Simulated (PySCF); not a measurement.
# C6H10ClFO2: magnetic properties

Aim: compute the magnetic properties of C6H10ClFO2 (`COC(=O)C[C@@H](F)CCCl`).

Computed with PySCF 2.14.0 and routines of our own; the level stands in each step. Atoms count from 0.

## (1) The system as given

20 atoms, charge 0, multiplicity 1; geometry from: GFN2-xTB.

## (2) Magnetic properties: GIAO wB97X-D/pcSseg-1

The job: settings as JSON, then the geometry in Å.

```
{"job": {"kind": "mag", "xc": "wB97X-D", "basis": "pcSseg-1", "isotopologues": 0}, "charge": 0, "multiplicity": 1}
C      3.523212     0.618757     0.749380
O      2.535281    -0.385056     0.543685
C      1.369939     0.025605     0.036959
O      1.127867     1.168564    -0.242192
C      0.421781    -1.142660    -0.115786
C     -0.912004    -0.742256    -0.740166
F     -1.601697    -1.907973    -1.033974
C     -1.771692     0.118048     0.180965
C     -3.086664     0.514633    -0.472524
Cl    -2.812410     1.649080    -1.822938
H      3.113710     1.435988     1.346351
H      4.343529     0.133795     1.271892
H      3.861745     1.018270    -0.208572
H      0.261633    -1.592760     0.866650
H      0.902424    -1.897066    -0.742652
H     -0.752281    -0.233176    -1.697701
H     -1.200322     1.007905     0.444515
H     -1.997616    -0.447795     1.088162
H     -3.736278     1.025019     0.237438
H     -3.595306    -0.356244    -0.885859
```

Level: GIAO wB97X-D/pcSseg-1 magnetisability, rotational g tensor and spin-rotation constants, non-relativistic, gas phase.

The run is started by

```
$ OMP_NUM_THREADS=1 python excited_run.py task.json out
```

One launch serves the whole session: the jobs run in the order shown.

What it wrote:

```text
coarse grid: 17600 points
cycle   1  E = -944.6255317173  dE =  1.663e+00  |g| = 1.084e+00  |ddm| = 3.823e+00
cycle   2  E = -944.5056878322  dE =  1.198e-01  |g| = 1.439e+00  |ddm| = 1.617e+00
cycle   3  E = -944.8466873394  dE = -3.410e-01  |g| = 1.567e-01  |ddm| = 9.379e-01
cycle   4  E = -944.8501520090  dE = -3.465e-03  |g| = 8.143e-02  |ddm| = 1.340e-01
cycle   5  E = -944.8512564032  dE = -1.104e-03  |g| = 1.444e-02  |ddm| = 5.208e-02
cycle   6  E = -944.8513000887  dE = -4.369e-05  |g| = 4.891e-03  |ddm| = 1.618e-02
cycle   7  E = -944.8513059893  dE = -5.901e-06  |g| = 1.079e-03  |ddm| = 5.530e-03
final grid: 166736 points
cycle   8  E = -944.9441593399  dE = -2.569e-04  |g| = 8.537e-03  |ddm| = 4.811e-02
cycle   9  E = -944.9441624711  dE = -3.131e-06  |g| = 8.568e-03  |ddm| = 1.329e-02
cycle  10  E = -944.9441738134  dE = -1.134e-05  |g| = 9.576e-04  |ddm| = 5.580e-03
cycle  11  E = -944.9441739535  dE = -1.401e-07  |g| = 5.684e-04  |ddm| = 1.349e-03
cycle  12  E = -944.9441740118  dE = -5.830e-08  |g| = 1.738e-04  |ddm| = 5.078e-04
cycle  13  E = -944.9441740171  dE = -5.332e-09  |g| = 5.519e-05  |ddm| = 1.580e-04
cycle  14  E = -944.9441740178  dE = -6.978e-10  |g| = 1.453e-05  |ddm| = 6.790e-05
converged SCF energy = -944.9441740178

Magnetisability tensor (1e-30 J/T^2)
    -1616.36     -100.65       30.99
     -100.65    -1599.10       -7.00
       30.99       -7.00    -1679.53
isotropic -1631.66   principal values   -1718.04  -1674.13  -1502.82
isotropic susceptibility -98.261 1e-6 cm^3/mol

Inertial axes            a          b          c
rot. const./GHz      1.9315     0.5231     0.4427
chi total           -95.155    -98.218   -101.411
chi diamagnetic    -717.405  -2331.652  -2702.919
chi paramagnetic    622.250   2233.435   2601.508
quadrupole/D A        8.981    -12.056      3.075
g nuclear            0.5422     0.5465     0.5380
g electronic        -0.5646    -0.5488    -0.5411
g total             -0.0225    -0.0023    -0.0031

Spin-rotation constants (kHz, H = +C I.J)
atom  isotope        aa         bb         cc
  6    19F        0.901      0.230      0.135
  9   35Cl        0.329      0.062      0.079
 10     1H       -0.167     -0.022     -0.011
 11     1H        0.065     -0.049     -0.045
 12     1H       -0.192     -0.037      0.005
 13     1H       -0.213     -0.035     -0.005
 14     1H       -0.188     -0.027     -0.013
 15     1H       -0.151     -0.036      0.009
 16     1H       -0.127     -0.005     -0.047
 17     1H       -0.218     -0.037     -0.008
 18     1H       -0.138     -0.048     -0.000
 19     1H       -0.114     -0.006     -0.039
  0    13C*       0.384      0.092      0.092
  1    17O*      -0.270     -0.181     -0.054
  2    13C*       1.025      0.189      0.115
  3    17O*      -1.132     -0.309     -0.025
  4    13C*       0.293      0.095      0.089
  5    13C*       0.519      0.097      0.127
  7    13C*       0.353      0.091      0.079
  8    13C*       0.368      0.095      0.078
* in the singly substituted isotopologue
```

Wall time 2 min (1 thread of Arm Neoverse N1, shared host); peak memory 1.1 GiB.

In short:

```
              quantity                      value
       magnetisability           -1632·10⁻³⁰ J/T²
  molar susceptibility         -98.3·10⁻⁶ cm³/mol
rotational g (a, b, c)  -0.0225, -0.0023, -0.0031
```

## (3) Magnetic properties: GIAO PBE/cc-pVDZ

Settings changed since step 2:

```diff
@@ -1,2 +1,2 @@
-{"job": {"kind": "mag", "xc": "wB97X-D", "basis": "pcSseg-1", "isotopologues": 0}, "charge": 0, "multiplicity": 1}
+{"job": {"kind": "mag", "xc": "PBE", "basis": "cc-pVDZ"}, "charge": 0, "multiplicity": 1}
 C      3.523212     0.618757     0.749380
```

Level: GIAO PBE/cc-pVDZ magnetisability, rotational g tensor and spin-rotation constants, non-relativistic, gas phase.

What it wrote:

```text
coarse grid: 17600 points
cycle   1  E = -944.1880338557  dE =  1.209e+00  |g| = 1.062e+00  |ddm| = 8.425e+00
cycle   2  E = -943.3438995489  dE =  8.441e-01  |g| = 2.296e+00  |ddm| = 4.348e+00
cycle   3  E = -944.3363810746  dE = -9.925e-01  |g| = 5.828e-01  |ddm| = 3.148e+00
cycle   4  E = -944.4036372733  dE = -6.726e-02  |g| = 1.627e-01  |ddm| = 8.222e-01
cycle   5  E = -944.4074593458  dE = -3.822e-03  |g| = 7.342e-02  |ddm| = 2.816e-01
cycle   6  E = -944.4086458077  dE = -1.186e-03  |g| = 1.319e-02  |ddm| = 1.223e-01
cycle   7  E = -944.4086845147  dE = -3.871e-05  |g| = 3.784e-03  |ddm| = 2.542e-02
cycle   8  E = -944.4086878923  dE = -3.378e-06  |g| = 9.471e-04  |ddm| = 7.329e-03
final grid: 166736 points
cycle   9  E = -944.4347172614  dE = -1.199e-05  |g| = 2.207e-02  |ddm| = 9.885e-02
cycle  10  E = -944.4344263060  dE =  2.910e-04  |g| = 4.389e-02  |ddm| = 8.906e-02
cycle  11  E = -944.4348143209  dE = -3.880e-04  |g| = 6.617e-03  |ddm| = 5.829e-02
cycle  12  E = -944.4348224682  dE = -8.147e-06  |g| = 2.018e-03  |ddm| = 9.372e-03
cycle  13  E = -944.4348232485  dE = -7.802e-07  |g| = 4.115e-04  |ddm| = 2.795e-03
cycle  14  E = -944.4348232835  dE = -3.499e-08  |g| = 1.005e-04  |ddm| = 6.498e-04
cycle  15  E = -944.4348232859  dE = -2.409e-09  |g| = 2.547e-05  |ddm| = 1.952e-04
cycle  16  E = -944.4348232860  dE = -1.423e-10  |g| = 8.326e-06  |ddm| = 4.775e-05
converged SCF energy = -944.4348232860

Magnetisability tensor (1e-30 J/T^2)
    -1566.74      -99.14       37.32
      -99.14    -1563.97       -4.07
       37.32       -4.07    -1649.71
isotropic -1593.48   principal values   -1683.39  -1635.40  -1461.64
isotropic susceptibility -95.961 1e-6 cm^3/mol

Inertial axes            a          b          c
rot. const./GHz      1.9315     0.5231     0.4427
chi total           -92.107    -96.095    -99.682
chi diamagnetic    -715.072  -2330.938  -2700.623
chi paramagnetic    622.965   2234.843   2600.940
quadrupole/D A        8.044    -10.244      2.201
g nuclear            0.5422     0.5465     0.5380
g electronic        -0.5653    -0.5492    -0.5410
g total             -0.0231    -0.0026    -0.0030

Spin-rotation constants (kHz, H = +C I.J)
atom  isotope        aa         bb         cc
  6    19F        1.058      0.259      0.156
  9   35Cl        0.346      0.064      0.080
 10     1H       -0.168     -0.022     -0.011
 11     1H        0.069     -0.050     -0.047
 12     1H       -0.194     -0.037      0.005
 13     1H       -0.213     -0.035     -0.004
 14     1H       -0.189     -0.027     -0.012
 15     1H       -0.150     -0.035      0.010
 16     1H       -0.124     -0.003     -0.047
 17     1H       -0.224     -0.036     -0.006
 18     1H       -0.136     -0.048      0.001
 19     1H       -0.111     -0.005     -0.039
  0    13C*       0.349      0.084      0.083
  1    17O*      -0.292     -0.172     -0.053
  2    13C*       0.916      0.173      0.104
  3    17O*      -1.017     -0.289     -0.025
  4    13C*       0.263      0.089      0.084
  5    13C*       0.489      0.092      0.122
  7    13C*       0.331      0.086      0.074
  8    13C*       0.345      0.089      0.074
* in the singly substituted isotopologue
```

Run time: 94 s. Hardware: 1 thread of Arm Neoverse N1, shared host; peak memory 0.85 GiB.

From this job:

```
              quantity                      value
       magnetisability           -1593·10⁻³⁰ J/T²
  molar susceptibility         -96.0·10⁻⁶ cm³/mol
rotational g (a, b, c)  -0.0231, -0.0026, -0.0030
```

## (4) Magnetic properties side by side

```
                level  ξ (10⁻³⁰ J/T²)     g(a)     g(b)  gap (eV)  functions   time
GIAO wB97X-D/pcSseg-1           -1632  -0.0225  -0.0023     12.14        227  2 min
     GIAO PBE/cc-pVDZ           -1593  -0.0231  -0.0026      5.53        194   94 s
```

## (5) Results

```
                                              quantity                      value
       magnetisability (step 2, GIAO wB97X-D/pcSseg-1)           -1632·10⁻³⁰ J/T²
  molar susceptibility (step 2, GIAO wB97X-D/pcSseg-1)         -98.3·10⁻⁶ cm³/mol
rotational g (a, b, c) (step 2, GIAO wB97X-D/pcSseg-1)  -0.0225, -0.0023, -0.0031
                       magnetisability over the levels  -1632 to -1593·10⁻³⁰ J/T²
```

The magnetisability spreads by 2.4 % over 2 levels of like cost. Two levels can agree by chance, so this spread shows no convergence. Vibrational averaging and real surroundings are missing from these values.
